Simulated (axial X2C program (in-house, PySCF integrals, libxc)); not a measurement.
# A two-component session on GaS: EOM-IP-CCSD levels

Wanted for GaS: EOM-IP-CCSD levels, at the two-component level.

Computed with an in-house X2C program for linear molecules on PySCF integrals. Level: two-component X2C with atomic mean-field terms, Ga dyall-acv3z, S dyall-av3z.

All values are calculated.

## 1. Set-up

File task.json:

```json
{"zs": [31, 16], "q": 0, "bas": ["dyall-acv3z", "dyall-av3z"], "r0": 2.11, "eom": "ip", "rq": -1, "thr": -2.0, "nmax": 95, "grid": [1, 0.96, 1.045, 0.92, 1.09, 1.15]}
```

Keys: zs atomic numbers; q charge; bas basis sets; r0 starting distance in Å; eom kind of EOM run; thr threshold in hartree for freezing inner shells (an s shell follows its p shell); nmax most natural virtual spinors; grid distances as factors.

Launch:

```console
$ python soeom.py task.json out
```

Nuclei are Gaussian, cores are contracted, and the Gaunt term is on.

## 2. EOM-IP-CCSD at 2.131 Å

Reference: the closed shell GaS⁻; 20 electrons correlated, 82 virtual spinors; roots sought by Ω: 1/2: 4, 3/2: 3, 5/2: 1.

Output:

```text
two-component X2C + atomic mean field  HF
basis functions 186  fitting functions 1020  grid points 5078
iter        total energy     max residual
   1      -2338.822278550     2.24e+00
   2      -2340.295028522     4.78e-02
   3      -2340.302199423     1.84e-02
   4      -2340.305502779     1.49e-03
   5      -2340.305581944     6.79e-04
   6      -2340.305603037     2.06e-04
   7      -2340.305608035     1.47e-04
   8      -2340.305609137     3.89e-05
   9      -2340.305609294     1.49e-05
  10      -2340.305609306     2.24e-06
  11      -2340.305609307     9.53e-07
converged
one-electron -3515.59214730  Coulomb 1152.67915524  exact exchange -99.85620812  xc functional 0.00000000  nuclear repulsion 123.16841699  atomic mean-field constant -0.70482612
correlated 20  virtual 290  natural virtual 82  E(MP2) -0.747566567  MP2 remainder -0.122308139
iter   CCSD correlation   residual
   1     -0.585729845   1.60e-01
   2     -0.602509164   6.26e-02
   3     -0.605342767   2.24e-02
   4     -0.604869160   6.29e-03
   5     -0.605017316   2.52e-03
   6     -0.605020438   9.03e-04
   7     -0.605019624   3.42e-04
   8     -0.605019148   8.63e-05
   9     -0.605019378   2.93e-05
  10     -0.605018934   9.35e-06
  11     -0.605018846   3.13e-06
  12     -0.605018809   1.32e-06
  13     -0.605018793   7.47e-07
(T) -0.017517917  T1 0.0231  D1 0.0428  max T2 0.060
EOM-IP-CCSD roots
2*Omega      energy/Eh   energy/eV  one-particle weight
    1       0.10097017      2.7475      0.944
    1       0.11817069      3.2156      0.923
    1       0.24569151      6.6856      0.845
    1       0.32118568      8.7399      0.000
    3       0.11667874      3.1750      0.924
    3       0.32105855      8.7364      0.000
    3       0.33598076      9.1425      0.000
    5       0.33621432      9.1489      0.000
```

T1 in the output is the amplitude norm over the root of the electron number; divide by √2 for the Lee–Taylor value.

```tsv
Ω	vertical IE (eV)	above lowest (cm⁻¹)	spinor	weight
1/2	2.748	0	35% Ga pσ, 35% S pσ, 22% Ga sσ	0.94
3/2	3.175	3450	76% S pπ, 12% Ga pπ, 7% Ga dπ	0.92
1/2	3.216	3780	76% S pπ, 12% Ga pπ, 7% Ga dπ	0.92
1/2	6.686	31760	44% S pσ, 41% Ga sσ, 6% S sσ	0.84
```

It took 35 s on 1 thread of Arm Neoverse N1, shared host; peak memory 1.1 GiB.

## 3. EOM-IP-CCSD at 2.046 Å

```tsv
Ω	vertical IE (eV)	above lowest (cm⁻¹)	spinor	weight
1/2	2.667	0	36% Ga pσ, 30% S pσ, 25% Ga sσ	0.94
3/2	3.400	5910	74% S pπ, 13% Ga pπ, 7% Ga dπ	0.93
1/2	3.441	6250	74% S pπ, 13% Ga pπ, 7% Ga dπ	0.92
1/2	6.705	32570	49% S pσ, 36% Ga sσ, 7% S sσ	0.85
```

It took 38 s on 1 thread of Arm Neoverse N1, shared host; peak memory 1.1 GiB.

## 4. EOM-IP-CCSD at 2.227 Å

```tsv
Ω	vertical IE (eV)	above lowest (cm⁻¹)	spinor	weight
1/2	2.800	0	40% S pσ, 34% Ga pσ, 18% Ga sσ	0.94
3/2	2.941	1140	77% S pπ, 12% Ga pπ, 7% Ga dπ	0.92
1/2	2.981	1460	77% S pπ, 11% Ga pπ, 6% Ga dπ	0.92
1/2	6.693	31400	48% Ga sσ, 38% S pσ	0.84
```

Wall time 35 s (1 thread of Arm Neoverse N1, shared host); peak memory 1.1 GiB.

## 5. EOM-IP-CCSD at 1.960 Å

```tsv
Ω	vertical IE (eV)	above lowest (cm⁻¹)	spinor	weight
1/2	2.555	0	36% Ga pσ, 28% Ga sσ, 26% S pσ	0.95
3/2	3.640	8750	73% S pπ, 14% Ga pπ, 8% Ga dπ	0.93
1/2	3.683	9100	73% S pπ, 14% Ga pπ, 8% Ga dπ	0.93
1/2	6.743	33780	53% S pσ, 31% Ga sσ, 7% S sσ	0.86
```

Wall time 37 s (1 thread of Arm Neoverse N1, shared host); peak memory 1.2 GiB.

## 6. EOM-IP-CCSD at 2.323 Å

```tsv
Ω	vertical IE (eV)	above lowest (cm⁻¹)	spinor	weight
3/2	2.726	0	79% S pπ, 11% Ga pπ, 6% Ga dπ	0.92
1/2	2.761	290	74% S pπ, 10% Ga pπ	0.92
1/2	2.817	740	42% S pσ, 31% Ga pσ, 14% Ga sσ	0.94
1/2	6.732	32310	54% Ga sσ, 33% S pσ	0.83
```

It took 36 s on 1 thread of Arm Neoverse N1, shared host; peak memory 1.2 GiB.

## 7. EOM-IP-CCSD at 2.451 Å

```tsv
Ω	vertical IE (eV)	above lowest (cm⁻¹)	spinor	weight
3/2	2.470	0	81% S pπ, 10% Ga pπ	0.92
1/2	2.508	310	81% S pπ, 10% Ga pπ	0.92
1/2	2.779	2490	52% S pσ, 32% Ga pσ, 11% Ga sσ	0.94
1/2	6.830	35170	62% Ga sσ, 25% S pσ	0.81
```

Run time: 36 s. Hardware: 1 thread of Arm Neoverse N1, shared host; peak memory 1.2 GiB.

## 8. Curves of the states

Energies in eV from the lowest point of the lowest state; states are followed by energy order within each Ω.

```tsv
R (Å)	(1)Ω=1/2	(1)Ω=3/2	(2)Ω=1/2	(3)Ω=1/2
1.960	0.1192	1.2040	1.2475	4.3069
2.046	0.0000	0.7330	0.7747	4.0379
2.131	0.0213	0.4487	0.4893	3.9593
2.227	0.1474	0.2884	0.3287	4.0407
2.323	0.2834	0.2479	0.3391	4.2544
2.451	0.3571	0.3191	0.6279	4.6790
```

## 9. Results

| quantity | value |
| --- | --- |
| lowest root at 2.131 Å | Ω = 1/2, 2.748 eV |
| next root led by one particle | Ω = 3/2, about 3450 cm⁻¹ higher |
| T1 of the reference | 0.016 |

**Reading.** Removing an electron from the reference determinant of GaS⁻ costs 2.75 eV and empties a spinor of 35% Ga pσ, 35% S pσ, 22% Ga sσ. Errors of 0.1 to 0.3 eV are usual at this size, and roots led by higher excitations are left out, so the list is incomplete, and low states of that kind can be missing.
